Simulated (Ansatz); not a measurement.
# As3Se2: the cost of one run

Program: Ansatz 0.2.0. Level of theory: DFT PBE, scalar-relativistic, plane waves, PAW. These are calculated values, not measurements.

### 1 The system as given

The structure is hexagonal, space group P-6m2 (No. 187). Conventional cell: a = 4.841 Å, b = 4.841 Å, c = 5.945 Å, α = 90.00°, β = 90.00°, γ = 120.00°. Around As (site symmetry 3m) lie 5 As at 2.92 to 3.18 Å and 6 Se at 3.15 to 3.18 Å. As (site symmetry -6m2) has 5 Se at 2.79 to 2.97 Å and 6 As at 3.18 Å as nearest neighbours. Se (site symmetry -6m2) has 8 As at 2.97 to 3.15 Å as nearest neighbours. Se (site symmetry -6m2) is surrounded by 9 As at 2.79 to 3.18 Å.

As a file:

```cif
data_structure
_symmetry_space_group_name_H-M 'P 1'
_symmetry_Int_Tables_number 1
_cell_length_a 4.8411
_cell_length_b 4.8411
_cell_length_c 5.9447
_cell_angle_alpha 90.000
_cell_angle_beta 90.000
_cell_angle_gamma 120.000
_cell_volume 120.65
loop_
_atom_site_label
_atom_site_type_symbol
_atom_site_fract_x
_atom_site_fract_y
_atom_site_fract_z
_atom_site_occupancy
As1 As 0.00000 0.00000 0.74540 1
As2 As 0.00000 0.00000 0.25460 1
As3 As 0.66667 0.33333 0.00000 1
Se1 Se 0.66667 0.33333 0.50000 1
Se2 Se 0.33333 0.66667 0.00000 1
```

A structure generator made this guess: species swapped into a database cell of Fe3Ge2 (P-6m2, No. 187), with As on the Fe sites and Se on the Ge sites. Lengths come from tabulated atomic sizes and are only a guess.

### 2 A first look at the guess

The input, input.yaml:

```yaml
crystal:
  lattice:
    - [4.8410696, 0.0, 0.0]
    - [-2.4205348, 4.19248926, 0.0]
    - [0.0, 0.0, 5.94465805]
  atoms:
    - { symbol: As, position: [0.0, 0.0, 0.74540001] }
    - { symbol: As, position: [0.0, 0.0, 0.25459999] }
    - { symbol: As, position: [0.66666667, 0.33333333, 0.0] }
    - { symbol: Se, position: [0.66666667, 0.33333333, 0.5] }
    - { symbol: Se, position: [0.33333333, 0.66666667, 0.0] }
basis:
  ecutwfc: 420
kpoints:
  mp_grid: { grid: [6, 6, 4] }
hamiltonian:
  xc: pbe
scf:
  occupations: { method: gaussian, width: 0.1 }
  lower_state_search: "off"
output:
  forces: true
  stress: true
  eigenvalues: true
```

Run with:

```bash
$ ansatz run input.yaml --threads 1 --pin off --max-ram 2560MiB --backend cpu --events-out ev --progress --plain --runs-dir out
```

Q: Estimate wall time and peak memory on 1 thread of Arm Neoverse V2, shared host.

About 9.9 s, with a peak of 0.37 GiB.
